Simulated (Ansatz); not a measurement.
This script drives Ansatz 0.2.0, Python API.

Script `run_bde.py`:
```python
# -*- coding: utf-8 -*-
"""Cost of removing each kind of hydrogen from AlAsBFH6Si, fragments frozen."""

import ansatz


def energy_of(molecule, charge=0, unpaired=0):
    calc = (
        molecule.calculation()
        .basis(gaussian="def2-TZVP")
        .functional("pbe0")
    )
    if charge:
        calc = calc.charge(charge)
    if unpaired:
        calc = calc.spin("collinear", total=unpaired)
    return calc.run().report["free_energy_ev"]

GEOMETRY = """
F    -1.61100   -1.61270    1.65820
B    -0.81100   -0.77010    0.79800
Si    1.02030   -1.25140    0.53590
Al   -1.48580    0.91020   -0.15790
As   -0.08900    2.22580   -1.59960
H     1.90770   -0.13240    1.00730
H     1.32890   -1.49850   -0.87410
H     1.39140   -2.44960    1.31690
H    -3.08550    1.33190    0.08130
H     1.04250    2.23530   -0.47870
H     0.45690    0.95430   -2.26670
"""

def without(molecule, index):
    rest = ansatz.Crystal.molecule()
    for i, site in enumerate(molecule.cartesian_sites):
        if i != index:
            rest = rest.atom(site.symbol, site.position_ang)
    return rest


def main():
    alasbfh6si = ansatz.Crystal.molecule()
    for line in GEOMETRY.strip().splitlines():
        symbol, *xyz = line.split()
        alasbfh6si = alasbfh6si.atom(symbol, [float(v) for v in xyz])

    whole = energy_of(alasbfh6si, 0)
    hydrogen = energy_of(ansatz.Crystal.molecule().atom("H", (0, 0, 0)), 0, 1)
    print(f"E(molecule) = {whole:.5f} eV, E(H) = {hydrogen:.5f} eV")
    for index in [7, 8, 10]:
        radical = energy_of(without(alasbfh6si, index), 0, 1)
        print(f"H{index}: homolysis {96.485332 * (radical + hydrogen - whole):.1f} kJ/mol")
        anion = energy_of(without(alasbfh6si, index), -1)
        print(f"H{index}: loss of a proton {96.485332 * (anion - whole):.1f} kJ/mol")


if __name__ == "__main__":
    main()
```

It is started by `python run_bde.py`. Estimate its wall time and peak memory on 1 thread of Arm Neoverse V2, with other jobs on the host.

It took about 4.6 min, with a peak of 1.3 GiB, for 8 runs of the engine.

Output of `python run_bde.py`:
```text
E(molecule) = -78790.77926 eV, E(H) = -13.63389 eV
H7: homolysis 367.8 kJ/mol
H7: loss of a proton 1557.5 kJ/mol
H8: homolysis 324.3 kJ/mol
H8: loss of a proton 1532.0 kJ/mol
H10: homolysis 306.8 kJ/mol
H10: loss of a proton 1401.1 kJ/mol
```

Caveats:
- Total energies depend on the basis set; only differences at equal settings carry meaning.
- The geometry is a force-field or estimated start, not a minimum of this method, and the basis set is short of its limit. All parts are taken at fixed geometry, without zero-point energy.
- Anions want diffuse functions, which this basis lacks.
